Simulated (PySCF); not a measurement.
**Ways to converge the SCF of SrLi**

Aim: find out which solver settings change the answer for SrLi.

Program: PySCF 2.14.0. Level of theory: each script names its method and basis. These are calculated values, not measurements.

5 further runs of the same task are left out: 2 for a known fault of the program, 3 that didn't finish.

## 1. Where the work starts

SrLi: 2 atoms, charge 0, spin multiplicity 2.

Bond lengths: Sr1–Li2 3.145 Å.

## 2. Base script

input.py reads:

```python
from pyscf import gto, scf, mp

mol = gto.M(
    atom='Sr 0 0 0; Li 0 0 3.145',
    basis='def2-tzvpp',
    ecp={'Sr': 'def2-tzvpp'},
    charge=0,
    spin=1,
    verbose=4,
)
mf = scf.UHF(mol)
mf.kernel()
mp.MP2(mf).kernel()
mf.dip_moment()
print('orbital energies (hartree):', [e[max(0, n-3):n+3].round(4) for e, n in zip(mf.mo_energy, mol.nelec)])
```

Command:

```sh
$ python input.py
```

Its log is not repeated here.

In short: E(SCF) = -37.775001 Eh, E(MP2) − E(SCF) = -0.23826 Eh, ⟨S²⟩ = 0.878, μ = 0.35 D (of the SCF density).

The bond length is a typed value, not an optimised one.

## 3. Point-group symmetry on

Variant 1 changes point-group symmetry: off → on.

input.py reads:

```python
from pyscf import gto, scf, mp

mol = gto.M(
    atom='Sr 0 0 0; Li 0 0 3.145',
    basis='def2-tzvpp',
    ecp={'Sr': 'def2-tzvpp'},
    charge=0,
    spin=1,
    symmetry=True,
    verbose=4,
)
mf = scf.UHF(mol)
mf.kernel()
mp.MP2(mf).kernel()
mf.dip_moment()
print('orbital energies (hartree):', [e[max(0, n-3):n+3].round(4) for e, n in zip(mf.mo_energy, mol.nelec)])
```

Command:

```sh
$ python input.py
```

## 4. DIIS space 4

Variant 2 changes DIIS space: default → 4.

input.py: that of step 2 with these lines changed.

```diff
@@ -11,2 +11,3 @@
 mf = scf.UHF(mol)
+mf.diis_space = 4
 mf.kernel()
```

## 5. Convergence threshold 0.001 hartree

Variant 3 changes convergence threshold: default → 0.001 hartree.

input.py: that of step 2 with these lines changed.

```diff
@@ -11,2 +11,3 @@
 mf = scf.UHF(mol)
+mf.conv_tol = 0.001
 mf.kernel()
```

## 6. Second-order solver on

Variant 4 changes second-order solver: off → on.

input.py: that of step 2 with these lines changed.

```diff
@@ -11,2 +11,3 @@
 mf = scf.UHF(mol)
+mf = mf.newton()
 mf.kernel()
```

**Question.** What will these runs give? Wanted: for each run, E(SCF); from base; gap, α spin; SCF dipole; after the SCF.

**Answer**, as computed:

```csv
run,E(SCF) (hartree),from base (eV),cycles,"gap, α spin (eV)",SCF dipole (D),after the SCF
base,-37.775001,0,16,4.63,0.35,MP2 correlation -6.483 eV
point-group symmetry on,-37.775001,0.0000,16,4.63,0.35,MP2 correlation -6.483 eV
DIIS space 4,-37.775001,0.0000,19,4.63,0.35,MP2 correlation -6.483 eV
convergence threshold 0.001 hartree,-37.774829,not comparable,6,4.66,0.26,MP2 correlation -6.518 eV
second-order solver on,-37.775001,0.0000,4 macro,4.63,0.35,MP2 correlation -6.483 eV
```

Distance from each run's final energy (log10 hartree) by cycle:

```csv
run,cycle 1,cycle 2,cycle 3,cycle 5,cycle 8,cycle 12
base,-1.6,-2.3,-2.5,-3.1,-4.6,-7.1
point-group symmetry on,-1.6,-2.3,-2.5,-3.1,-4.6,-7.1
DIIS space 4,-1.6,-2.3,-2.5,-3.1,-4.5,-6.2
convergence threshold 0.001 hartree,-1.6,-2.3,-2.5,-3.2,done,done
second-order solver on,-2.7,-4.5,< -11,done,done,done
```

In words: The SCF energy stays the same, to the digits that matter, with point-group symmetry on or DIIS space 4 or second-order solver on. The base needs 16 cycles and the run with DIIS space 4 needs 19. Rows marked «poor choice» come from settings spoiled on purpose.
